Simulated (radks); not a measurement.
# Ionisation of Os⁶³⁺: one atom, several choices of relativity

An exercise on one series of results from a longer session: the logs are not shown, and one member is left open.

The numbers are computed with radks (a radial shooting solver on a logarithmic mesh, Libxc functionals) version 1 (Kohn-Sham, LDA (Slater exchange, Perdew-Wang correlation), spin-unpolarised, spherical densities), except any that are marked as measured or tabulated.

## The system

```
element       : osmium (Z = 76)
charge        : +63
electrons     : 13
configuration : [Ne] 3s2 3p1
ion           : Os⁶⁴⁺, [Ne] 3s2
choices       : non-relativistic; scalar-relativistic; Dirac, 2j+1 shares; Dirac, low j first; scalar-relativistic, finite nucleus; Dirac, 2j+1 shares, finite nucleus; Dirac, c × 1.25; Dirac, c × 10; Dirac, c × 0.85
```

Set-up of the first run:

The run's settings:

```text
Z 76
configuration [Ne] 3s2 3p1
relativity non-relativistic
functional lda,pw
spin unpolarised
nucleus point
```

Steps of the session up to this table: non-relativistic: Os⁶³⁺.

One table of the session follows, with a row left open; its other results are not shown here.

It belongs to the step «non-relativistic: Os⁶³⁺». From the orbitals of this run (lengths in bohr):

| level | <r> | outermost maximum (interpolated) | 90 % within | nodes |
| --- | --- | --- | --- | --- |
| 1s | 0.01993 | 0.0132 | 0.0354 | 0 |
| 2s | ? | ? | ? | ? |
| 2p | 0.07000 | 0.0554 | 0.113 | 0 |
| 3s | 0.1938 | 0.186 | 0.280 | 2 |
| 3p | 0.1825 | 0.173 | 0.269 | 1 |

Estimate the missing values for 2s.

As computed: <r>: 0.08290; outermost maximum (interpolated): 0.0715; 90 % within: 0.127; nodes: 1. In the column «<r>» it lies between 2p (0.07000) and 3p (0.1825).

Caveats from the session: Spin polarisation and multiplet splitting of open shells are left out at every level.
